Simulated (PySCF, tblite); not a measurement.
# C₆H₁₁F₃: geometry, infrared bands and NMR shifts

Aim: predict the infrared bands and NMR shifts of C₆H₁₁F₃ (`CC(C)[C@@](C)(F)C(F)F`).

Computed with tblite 0.8.0 and PySCF 2.14.0, with density-fitted response routines of our own, on a single molecule in the gas phase. Atoms are numbered from 0 throughout.

### 1 Starting geometry

20 atoms, charge 0, multiplicity 1; geometry from: force field or distance geometry start.

Bonds of the start (Å): C0–C1 1.52, C1–C2 1.53, C1–C3 1.56, C3–C4 1.52, C3–F5 1.36, C3–C6 1.54, C6–F7 1.36, C6–F8 1.36, C0–H9 1.08, C0–H10 1.10, C0–H11 1.10, C1–H12 1.10, C2–H13 1.10, C2–H14 1.08, C2–H15 1.10, C4–H16 1.10, C4–H17 1.10, C4–H18 1.10, C6–H19 1.10.

### 2 Relaxing the molecule with GFN2-xTB

Job settings and geometry (Å):

```
{"job": {"kind": "relax", "xc": "GFN2-xTB", "basis": "xTB"}, "charge": 0, "multiplicity": 1}
C     -1.392000    -0.256900    -1.367500
C     -0.645400    -0.454700    -0.059200
C     -1.603400    -0.214900     1.115100
C      0.627400     0.442400     0.037800
C      1.588700     0.196700    -1.113600
F      0.215700     1.741900    -0.027600
C      1.373100     0.242000     1.370900
F      1.717400    -1.061200     1.544000
F      2.542900     0.936400     1.382300
H     -0.812500    -0.582800    -2.221600
H     -2.328500    -0.843100    -1.380600
H     -1.671600     0.794700    -1.510500
H     -0.338100    -1.511000     0.004300
H     -2.523200    -0.802200     0.985100
H     -1.178200    -0.497200     2.072100
H     -1.901100     0.845300     1.185000
H      1.144600     0.504200    -2.069900
H      1.891100    -0.856800    -1.187200
H      2.491100     0.813900    -1.006200
H      0.796900     0.573900     2.244100
```

On the command line:

```
$ OMP_NUM_THREADS=1 python probes_run.py task.json out
```

The driver reads the jobs from task.json and runs them one after another.

**Question.** This job is followed by: GFN2-xTB harmonic vibrations, gas phase; GIAO PBE0/pcSseg-1 NMR shielding, non-relativistic, gas phase. What will the session give for the following? strongest single infrared mode (GFN2-xTB); zero-point energy (GFN2-xTB); ¹³C shifts against TMS (PBE0/pcSseg-1); ¹H shifts against TMS (PBE0/pcSseg-1, means over atoms taken as alike); ¹⁹F shifts against CFCl3 (PBE0/pcSseg-1).

The runs gave:

| quantity | value |
| --- | --- |
| strongest single infrared mode (GFN2-xTB) | 1045 cm⁻¹, 150 km/mol |
| zero-point energy (GFN2-xTB) | 101.7 kcal/mol |
| ¹³C shifts against TMS (PBE0/pcSseg-1) | 122.4, 99.3, 36.6, 18.2, 17.6, 17.4 ppm |
| ¹H shifts against TMS (PBE0/pcSseg-1, means over atoms taken as alike) | 6.25, 1.83, 1.49, 1.11, 1.10 ppm |
| ¹⁹F shifts against CFCl3 (PBE0/pcSseg-1) | -155.6, -155.9, -214.7 ppm |

**Reading.** Relaxing lowered the energy by 0.087 eV in 47 steps; the close pair that moved most is C3–F5, from 1.365 to 1.392 Å. All 54 modes are real, so the xTB geometry is a minimum. The strongest single mode, at 1045 cm⁻¹, moves mainly C6. Unscaled tight-binding wavenumbers are off by several per cent, some by more. Its intensities can rank the bands wrongly. H19 (hydrogen on an sp3 CH bonded to 2 F) lies farthest downfield among hydrogen, at 6.25 ppm; its carbon carries F, an electronegative neighbour.
